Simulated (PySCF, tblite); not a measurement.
# CH₆FNOSi, a small molecule taken as a stand-in for a surface group (C site with back bonds N[SiH3], O, F): NMR shifts, core binding energies and electronic excitations

Wanted: the NMR shifts, core binding energies and electronic excitations for `OC(F)N[SiH3]`.

Programs: tblite 0.8.0 and PySCF 2.14.0. All values are calculated, for the isolated system unless a continuum is named. Atoms count from 0, parts from 1.

### 1 Starting point

11 atoms, charge 0, multiplicity 1; geometry: distance geometry start.

### 2 Relaxing the cluster with GFN2-xTB

The job: settings as JSON, then the geometry in Å.

```
{"job": {"kind": "relax", "xc": "GFN2-xTB", "basis": "xTB"}, "charge": 0, "multiplicity": 1}
C     -1.030480     0.475599     0.321487
N     -0.100648    -0.460197    -0.203059
Si     1.594404    -0.212809     0.199873
O     -2.338578     0.156182    -0.108303
F     -1.037808     0.430601     1.697590
H     -0.745798     1.494075     0.022333
H     -0.270946    -0.726009    -1.218805
H      2.388952    -1.290472    -0.401280
H      2.057006     1.055993    -0.344562
H      1.839395    -0.205207     1.649584
H     -2.358853    -0.752781    -0.456658
```

With the program's defaults for keys left out, this is: GFN2-xTB geometry optimisation, gas phase.

Command:

```bash
> OMP_NUM_THREADS=1 python cluster_run.py task.json out
```

This one command runs all jobs of the session in turn.

**Question.** The jobs that follow are: PBE0-D3(BJ)/def2-SVP geometry optimisation, gas phase; GIAO PBE0/pcSseg-2 NMR shielding, non-relativistic, gas phase; delta-SCF UKS SCAN, pcX-2 on the ionised atom, pcseg-1 elsewhere, spin-free X2C; TDDFT CAM-B3LYP/def2-SVPD, vertical, gas phase, core orbitals frozen in the response. Predict: point group; rotational constants (main isotopes); $^{13}$C shifts against TMS (PBE0/pcSseg-2); $^{1}$H shifts against TMS (PBE0/pcSseg-2); $^{15}$N shifts against NH3 (PBE0/pcSseg-2); $^{29}$Si shifts against TMS (PBE0/pcSseg-2); $^{17}$O shifts against H2O (PBE0/pcSseg-2); $^{19}$F shifts against CFCl3 (PBE0/pcSseg-2); C1s binding energies, SCAN/pcX-2; N1s binding energies, SCAN/pcX-2; Si2p binding energies, SCAN/pcX-2; O1s binding energies, SCAN/pcX-2; F1s binding energies, SCAN/pcX-2; lowest singlet (CAM-B3LYP/def2-SVPD); brightest single state of those computed; lowest triplet; vertical ionisation energy (ΔSCF).

**Answer**, as computed:

| quantity | value |
| --- | --- |
| point group | C1 |
| rotational constants (main isotopes) | 8.66, 2.16, 1.86 GHz |
| $^{13}$C shifts against TMS (PBE0/pcSseg-2) | 114.9 ppm |
| $^{1}$H shifts against TMS (PBE0/pcSseg-2) | 5.78, 4.72, 4.68, 4.61, 1.71, 1.22 ppm |
| $^{15}$N shifts against NH3 (PBE0/pcSseg-2) | 65.7 ppm |
| $^{29}$Si shifts against TMS (PBE0/pcSseg-2) | -57.1 ppm |
| $^{17}$O shifts against H2O (PBE0/pcSseg-2) | 108.0 ppm |
| $^{19}$F shifts against CFCl3 (PBE0/pcSseg-2) | -72.4 ppm |
| C1s binding energies, SCAN/pcX-2 | C0 295.57 eV |
| N1s binding energies, SCAN/pcX-2 | N1 405.13 eV |
| Si2p binding energies, SCAN/pcX-2 | Si2 107.58 eV |
| O1s binding energies, SCAN/pcX-2 | O3 539.67 eV |
| F1s binding energies, SCAN/pcX-2 | F4 692.28 eV |
| lowest singlet (CAM-B3LYP/def2-SVPD) | 6.77 eV (183 nm), f = 0.007 |
| brightest single state of those computed | state 6, 8.35 eV, f = 0.035 |
| lowest triplet | 6.45 eV |
| vertical ionisation energy (ΔSCF) | 10.08 eV |

In words: The start of the PBE0/def2-SVP relaxation was shaken at random by about 0.01 Å, so part of the energy gained, and of the first lengths quoted, undoes that. Over 18 steps the energy fell by 0.133 eV; of the close pairs, C0–N1 changed most, 1.368 to 1.412 Å (PBE0/def2-SVP). No frequency check was run at this level, so the end point may be a saddle. Hydrogens of an XH3 group are listed apart at this fixed geometry; free rotation makes them one line at their mean. At PBE0/pcSseg-2: Shielding is most anisotropic at F4 (span 193 ppm, paramagnetic term -224 ppm). The lowest singlet, at 6.77 eV, is HOMO→LUMO 0.87 and is weak; of the 6 states computed, the strongest absorption comes from state 6 at 8.35 eV (the last computed, so partners may be missing). The lowest triplet lies 0.32 eV below the lowest singlet (triplets in Tamm-Dancoff, singlets in full TDDFT). The orbital energy would give 9.21 eV for ionisation, ΔSCF gives 10.08 eV. A capped cluster stands for the solid here, so long-range fields and strain are missing, and bands or shifts of the capping hydrogens have no counterpart in it.
